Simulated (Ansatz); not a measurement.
**U-r2SCAN0/aug-cc-pVDZ run of GaCl2O (SMILES [O][Ga]([Cl])[Cl])**

Aim: the electronic atomisation energy of GaCl2O at U-r2SCAN0/aug-cc-pVDZ, from 4 runs. 

The results are computed with Ansatz 0.2.0.

47 further runs of the same task are left out: 5 that didn't finish, 42 set aside as unsound or not needed.

**1. The structure to begin with**

The species is GaCl2O (4 atoms), meant as a doublet with charge 0. As SMILES, `[O][Ga]([Cl])[Cl]`. The coordinates come from a PBE0-D4/def2-TZVP relaxation.

Bond lengths: O1–Ga2 1.794 Å, Ga2–Cl3 2.110 Å, Ga2–Cl4 2.110 Å. Angles: O1–Ga2–Cl3 118.5°, O1–Ga2–Cl4 118.5°, Cl3–Ga2–Cl4 123.0°.

**2. The energy at U-r2SCAN0/aug-cc-pVDZ**

Contents of in.yaml:

```yaml
basis:
  gaussian: {orbitals: aug-cc-pVDZ}
crystal:
  periodic: [false, false, false]
  atoms:
    - {symbol: O, position_ang: [0.746300, 1.055700, 1.312100]}
    - {symbol: Ga, position_ang: [0.035800, 0.016900, 0.034200]}
    - {symbol: Cl, position_ang: [0.760400, -1.952900, -0.180900]}
    - {symbol: Cl, position_ang: [-1.486800, 0.819800, -1.185700]}
magnetization: {spin_polarized: true, initial_magnetization: 1}
hamiltonian: {xc: {name: r2SCAN0}}
accuracy: high
output: {orbitals: {seedname: orbitals}}
```

The run is started by

```
ansatz run in.yaml --threads 1 --pin off --max-ram 3480MiB --events-out events.jsonl --progress --plain --runs-dir runs
```

Log:

```text
Warning: RAYON_NUM_THREADS=1 ignored (pool sized by the plan → 1); use --threads N
Functional definition: r2SCAN0
  name "r2SCAN0"
  parameter a = 0.25
  parameter k0 = 0.174
  parameter k1 = 0.065
  parameter a1 = 4.9479
  exchange = (1 - a)*r2scan_x(k0 = k0, k1 = k1, a1 = a1) + a*exact_x
  correlation = r2scan_c
2216 factors; integrals over basis functions are off by at most 3.7e-9 eV
mean field evaluation 1: about -79451.6112 eV, gradient 5.1e1 eV
mean field evaluation 2: about -79256.7676 eV, gradient 1.3e2 eV
mean field evaluation 4: about -79464.1087 eV, gradient 2.4e1 eV
mean field evaluation 8: about -79467.4750 eV, gradient 2.4e-1 eV
mean field evaluation 16: about -79467.5405 eV, gradient 2.8e-3 eV
mean field evaluation 32: about -79467.5405 eV, gradient 2.0e-6 eV
mean field -79467.54051959 eV, -2920.3782490614 hartree, gradient 6.6e-8 eV, S^2 0.756223; 2 other end points of the search recorded, 0 dependent functions left out
reference -79467.54052742 eV, -2920.3782493491 hartree; 37, 36 occupied and 76, 77 virtual orbitals, 2216 factors
Total energy: -79467.54052742 eV, -2920.3782493491 hartree
```

It took 2.6 min on 1 thread of Arm Neoverse V2, shared host; peak memory 0.9 GiB.

**3. The Cl atom at the same level**

Contents of input.yaml:

```yaml
crystal:
  periodic: [false, false, false]
  atoms:
    - {symbol: Cl, position_ang: [0.000000, 0.000000, 0.000000]}
basis:
  gaussian: {orbitals: aug-cc-pVDZ}
magnetization: {spin_polarized: true, initial_magnetization: 1}
hamiltonian: {xc: {name: r2SCAN0}}
accuracy: high
```

Run the same way, it converges to -460.11108 Eh (log not shown).

**4. The Ga atom**

Contents of run.yaml:

```yaml
crystal:
  periodic: [false, false, false]
  atoms:
    - {symbol: Ga, position_ang: [0.000000, 0.000000, 0.000000]}
basis:
  gaussian: {orbitals: aug-cc-pVDZ}
magnetization: {spin_polarized: true, initial_magnetization: 1}
hamiltonian: {xc: {name: r2SCAN0}}
accuracy: high
```

The run is started by

```
ansatz run run.yaml --threads 1 --pin off --max-ram 3480MiB --events-out events.jsonl --progress --plain --runs-dir runs
```

Log:

```text
Warning: RAYON_NUM_THREADS=1 ignored (pool sized by the plan → 1); use --threads N
Functional definition: r2SCAN0
  name "r2SCAN0"
  parameter a = 0.25
  parameter k0 = 0.174
  parameter k1 = 0.065
  parameter a1 = 4.9479
  exchange = (1 - a)*r2scan_x(k0 = k0, k1 = k1, a1 = a1) + a*exact_x
  correlation = r2scan_c
347 factors; integrals over basis functions are off by at most 3.6e-9 eV
mean field evaluation 1: about -52374.6278 eV, gradient 2.0e0 eV
mean field evaluation 2: about -52374.6860 eV, gradient 4.3e-1 eV
mean field evaluation 4: about -52374.6801 eV, gradient 4.6e-1 eV
mean field evaluation 8: about -52374.6836 eV, gradient 1.9e-3 eV
mean field evaluation 16: about -52374.6836 eV, gradient 3.8e-7 eV
mean field -52374.68363739 eV, -1924.7341228383 hartree, gradient 4.8e-8 eV, S^2 0.756505; 0 other end points of the search recorded, 0 dependent functions left out
reference -52374.68364612 eV, -1924.7341231594 hartree; 16, 15 occupied and 20, 21 virtual orbitals, 347 factors
Total energy: -52374.68364612 eV, -1924.7341231594 hartree
```

It took 6.3 s on 1 thread of Arm Neoverse V2, shared host; peak memory 0.17 GiB.

**5. The O atom at the same level**

Contents of input.yaml:

```yaml
crystal:
  periodic: [false, false, false]
  atoms:
    - {symbol: O, position_ang: [0.000000, 0.000000, 0.000000]}
basis:
  gaussian:
    orbitals: aug-cc-pVDZ
magnetization:
  spin_polarized: true
  initial_magnetization: 2
hamiltonian:
  xc: {name: r2SCAN0}
accuracy: high
```

The run is started by

```
ansatz run input.yaml --threads 1 --pin off --max-ram 3480MiB --events-out events.jsonl --progress --plain --runs-dir runs
```

Log:

```text
Warning: RAYON_NUM_THREADS=1 ignored (pool sized by the plan → 1); use --threads N
Functional definition: r2SCAN0
  name "r2SCAN0"
  parameter a = 0.25
  parameter k0 = 0.174
  parameter k1 = 0.065
  parameter a1 = 4.9479
  exchange = (1 - a)*r2scan_x(k0 = k0, k1 = k1, a1 = a1) + a*exact_x
  correlation = r2scan_c
200 factors; integrals over basis functions are off by at most 2.1e-9 eV
mean field evaluation 1: about -2041.7489 eV, gradient 5.7e0 eV
mean field evaluation 2: about -2041.8471 eV, gradient 2.2e0 eV
mean field evaluation 4: about -2041.8671 eV, gradient 5.7e-2 eV
mean field evaluation 8: about -2041.8686 eV, gradient 1.5e-3 eV
mean field evaluation 16: about -2041.8686 eV, gradient 1.0e-8 eV
mean field -2041.86861687 eV, -75.0372876415 hartree, gradient 1.0e-8 eV, S^2 2.005545; 0 other end points of the search recorded, 0 dependent functions left out
reference -2041.86862010 eV, -75.0372877603 hartree; 5, 3 occupied and 18, 20 virtual orbitals, 200 factors
Total energy: -2041.86862010 eV, -75.0372877603 hartree
```

Wall time 1.1 s (1 thread of Arm Neoverse V2, shared host); peak memory 0.099 GiB.

**6. Outcome**

Level: U-r2SCAN0/aug-cc-pVDZ.

```
                                    quantity           value
                      molecule: total energy  -2920.37825 Eh
molecule: HOMO energy (highest over α and β)        -9.76 eV
 molecule: LUMO energy (lowest over α and β)        -4.30 eV
                              molecule: ⟨S²⟩           0.756
                       Cl atom: total energy   -460.11108 Eh
                               Cl atom: ⟨S²⟩           0.754
                       Ga atom: total energy  -1924.73412 Eh
                               Ga atom: ⟨S²⟩           0.757
                        O atom: total energy    -75.03729 Eh
                                O atom: ⟨S²⟩           2.006
               electronic atomisation energy       10.468 eV
```

What this shows: Taking the molecule apart into free atoms costs 10.47 eV (241 kcal/mol), before zero-point energy and without spin-orbit coupling.
